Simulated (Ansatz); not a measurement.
# CH7AlN2O: how energies converge with the basis set

The task here is to estimate one member of a computed series from the others.

Program: Ansatz 0.2.0, Gaussian basis. Level of theory: one geometry, several basis sets. These are calculated values, not measurements.

Plan: PBE0-D4/def2-SVP; ωB97M-V/def2-SVP; PBE0-D4/def2-QZVPP; ωB97M-V/def2-QZVPP; the functionals' def2-TZVPP values are taken from earlier runs.

## The geometry

An earlier PBE0-D4 in a triple-zeta def2 set relaxation fixed the geometry.

SMILES `C[O][Al]([NH2])[NH2]`, 12 atoms, charge 0, spin multiplicity 1.

Atoms are counted from 1 here; the program's logs count them from 0.

Bond lengths: C1–O2 1.391 Å, C1–H6 1.096 Å, C1–H7 1.099 Å, C1–H8 1.096 Å, O2–Al3 1.688 Å, Al3–N4 1.767 Å, Al3–N5 1.763 Å, N4–H9 1.006 Å, N4–H10 1.006 Å, N5–H11 1.005 Å, N5–H12 1.006 Å. Angles: O2–C1–H6 110.3°, O2–C1–H7 113.0°, O2–C1–H8 110.6°, H6–C1–H7 107.5°, H6–C1–H8 107.7°, H7–C1–H8 107.6°, C1–O2–Al3 135.9°, O2–Al3–N4 121.0°, O2–Al3–N5 117.1°, N4–Al3–N5 121.9°, Al3–N4–H9 125.3°, Al3–N4–H10 124.7°, H9–N4–H10 110.0°, Al3–N5–H11 125.8°, Al3–N5–H12 123.7°, H11–N5–H12 110.5°.

Set-up of the first run:

in.yaml

```yaml
crystal:
  periodic: [false, false, false]
  atoms:
    - {symbol: C, position_ang: [-1.661468, 0.682357, 1.225699]}
    - {symbol: O, position_ang: [-0.913867, -0.328524, 0.629682]}
    - {symbol: Al, position_ang: [0.461469, -0.403889, -0.345243]}
    - {symbol: N, position_ang: [1.292355, 1.067960, -0.861968]}
    - {symbol: N, position_ang: [1.024541, -2.005549, -0.818803]}
    - {symbol: H, position_ang: [-1.743077, 0.509957, 2.305103]}
    - {symbol: H, position_ang: [-1.224566, 1.680443, 1.082633]}
    - {symbol: H, position_ang: [-2.677415, 0.703688, 0.814080]}
    - {symbol: H, position_ang: [2.121728, 1.097637, -1.430480]}
    - {symbol: H, position_ang: [1.000236, 2.002305, -0.630495]}
    - {symbol: H, position_ang: [1.819941, -2.200795, -1.401728]}
    - {symbol: H, position_ang: [0.577224, -2.860590, -0.534682]}
basis:
  gaussian: {orbitals: def2-SVP}
hamiltonian: {xc: pbe0, dispersion: d4}
output: {orbitals: {seedname: orbitals}}
```

Steps of the session up to this table: PBE0-D4 in def2-SVP; ωB97M-V in def2-SVP; PBE0-D4 in def2-QZVPP; ωB97M-V in def2-QZVPP.

One table of the session follows, with a row left open; its other results are not shown here.

It belongs to the step «Density functionals: the series». 

| functional | basis | HOMO (eV) | LUMO (eV) |
| --- | --- | --- | --- |
| PBE0-D4 | def2-SVP | -6.55 | 0.56 |
| PBE0-D4 | def2-TZVPP | -6.90 | 0.17 |
| PBE0-D4 | def2-QZVPP | -6.97 | -0.12 |
| ωB97M-V | def2-SVP | -8.94 | 2.11 |
| ωB97M-V | def2-TZVPP | ? | ? |
| ωB97M-V | def2-QZVPP | -9.37 | 1.17 |

Estimate the missing values for ωB97M-V, def2-TZVPP.

As computed: HOMO (eV): -9.28; LUMO (eV): 1.63. In the column «HOMO (eV)» it lies between ωB97M-V, def2-QZVPP (-9.37) and ωB97M-V, def2-SVP (-8.94).
